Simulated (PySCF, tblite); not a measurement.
**C₅H₁₁BNP: geometry, infrared bands and NMR shifts**

Wanted: the infrared bands and NMR shifts of C₅H₁₁BNP (`CCCB(P)CC#N`), by calculation.

The runs use tblite 0.8.0 and PySCF 2.14.0, with density-fitted response routines of our own; the level of theory stands in each step. All values are computed, except where a source is named. Atoms are numbered from 0 throughout.

## Step 1: Starting geometry

19 atoms, charge 0, multiplicity 1; geometry from: force field or distance geometry start.

Bonds of the start (Å): C0–C1 1.52, C1–C2 1.49, C2–B3 1.62, B3–P4 1.92, B3–C5 1.61, C5–C6 1.46, C6–N7 1.15, C0–H8 1.10, C0–H9 1.11, C0–H10 1.11, C1–H11 1.11, C1–H12 1.11, C2–H13 1.10, C2–H14 1.14, P4–H15 1.45, P4–H16 1.45, C5–H17 1.11, C5–H18 1.09.

## Step 2: Optimising the geometry with GFN2-xTB

The job: settings as JSON, then the geometry in Å.

```
{"job": {"kind": "relax", "xc": "GFN2-xTB", "basis": "xTB"}, "charge": 0, "multiplicity": 1}
C      2.313600    -0.410800    -0.504000
C      1.629300     0.630600     0.373000
C      0.366200     0.034000     0.892500
B     -0.621400    -0.336900    -0.335000
P     -0.748200     1.040800    -1.669600
C     -1.925100    -1.169700     0.120800
C     -2.645600    -0.292600     1.039300
N     -3.202500     0.387200     1.775600
H      1.806100    -0.487900    -1.477100
H      2.174400    -1.376000     0.028300
H      3.373800    -0.113800    -0.604100
H      2.354300     0.918300     1.161600
H      1.353300     1.486400    -0.275300
H      0.511300    -0.904200     1.448400
H     -0.251600     0.778200     1.499000
H     -2.042300     1.043000    -2.315400
H     -0.398500     2.340600    -1.119100
H     -1.536800    -2.042200     0.680600
H     -2.520000    -1.515900    -0.727000
```

Launch:

```console
$ OMP_NUM_THREADS=1 python probes_run.py task.json out
```

One launch serves the whole session: the jobs run in the order shown.

**Question.** This job is followed by: GFN2-xTB harmonic vibrations, gas phase; GIAO PBE0/pcSseg-1 NMR shielding, non-relativistic, gas phase. What will the session give for the following? strongest single infrared mode (GFN2-xTB); zero-point energy (GFN2-xTB); ¹³C shifts against TMS (PBE0/pcSseg-1); ¹H shifts against TMS (PBE0/pcSseg-1, means over atoms taken as alike); ¹¹B shifts against BF3·OEt2 (PBE0/pcSseg-1); ³¹P shifts against H3PO4 (PBE0/pcSseg-1); ¹⁵N shifts against NH3 (PBE0/pcSseg-1).

The runs gave:

| quantity | value |
| --- | --- |
| strongest single infrared mode (GFN2-xTB) | 2402 cm⁻¹, 304 km/mol |
| zero-point energy (GFN2-xTB) | 93.9 kcal/mol |
| ¹³C shifts against TMS (PBE0/pcSseg-1) | 119.6, 38.5, 23.9, 19.3, 16.4 ppm |
| ¹H shifts against TMS (PBE0/pcSseg-1, means over atoms taken as alike) | 2.74, 2.48, 1.88, 1.84, 0.96 ppm |
| ¹¹B shifts against BF3·OEt2 (PBE0/pcSseg-1) | 95.5 ppm |
| ³¹P shifts against H3PO4 (PBE0/pcSseg-1) | -207.1 ppm |
| ¹⁵N shifts against NH3 (PBE0/pcSseg-1) | 299.2 ppm |

What this shows: The optimisation took 69 steps and gained 1.277 eV; among the close pairs (by a distance rule), P4–H16 changed most, from 1.454 to 1.380 Å. The lowest mode is slightly imaginary (19i cm⁻¹), a soft motion within the noise of the Hessian, so the minimum is not strictly shown. The strongest single mode, at 2402 cm⁻¹, moves mainly C6 and N7. GFN2-xTB is a fitted tight-binding method: band positions and strengths are rough. Its intensities can rank the bands wrongly. C6 (nitrile carbon) lies farthest downfield among carbon, at 119.6 ppm; C≡N carbons fall here, among the sp2 signals but without a proton. At PBE0/pcSseg-1: The widest tensor belongs to N7: span 508 ppm, with a paramagnetic part of -371 ppm.
